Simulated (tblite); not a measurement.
# C5H7FGeO2: the cost of one run

Programs: tblite 0.8.0 and PySCF 2.14.0, with density-fitted response routines of our own. Each step states its level of theory. These are calculated values for one molecule in the gas phase, unless marked as measured. Atoms are numbered from 0 throughout.

## Step 1: The starting structure

16 atoms, charge 0, multiplicity 1; geometry from: force field or distance geometry start.

Bonds of the start (Å): O0–C1 1.25, C1–O2 1.38, C1–C3 1.46, C3–C4 1.46, C4–C5 1.39, C5–Ge6 1.95, Ge6–C7 1.94, C7–F8 1.37, C5–C3 1.39, O2–H9 1.02, C4–H10 1.08, C5–H11 1.11, Ge6–H12 1.55, Ge6–H13 1.55, C7–H14 1.12, C7–H15 1.10.

## Step 2: Geometry optimisation with GFN2-xTB

The job: settings as JSON, then the geometry in Å.

```
{"job": {"kind": "relax", "xc": "GFN2-xTB", "basis": "xTB"}, "charge": 0, "multiplicity": 1}
O     -3.030000    -1.083100    -1.004000
C     -2.173600    -0.270900    -0.587900
O     -2.144300     1.037300    -1.021700
C     -1.171700    -0.717900     0.376800
C     -0.593300    -1.765500     1.218100
C     -0.067600    -0.473800     1.191300
Ge     1.593300    -0.339200     0.177900
C      1.705900     1.421700    -0.634100
F      1.671700     2.383000     0.346500
H     -2.842100     1.368600    -1.691200
H     -0.583100    -2.785000     1.568800
H     -0.267200     0.136200     2.098300
H      2.792300    -0.544400     1.144800
H      1.622600    -1.425700    -0.930300
H      0.835800     1.565300    -1.322300
H      2.643900     1.502300    -1.197700
```

Started as:

```sh
OMP_NUM_THREADS=1 python probes_run.py task.json out
```

The driver reads the jobs from task.json and runs them one after another.

Q: Estimate the wall time and peak memory of this first job on 1 thread of Arm Neoverse N1, shared host.

About 1.6 s, with a peak of 0.18 GiB.
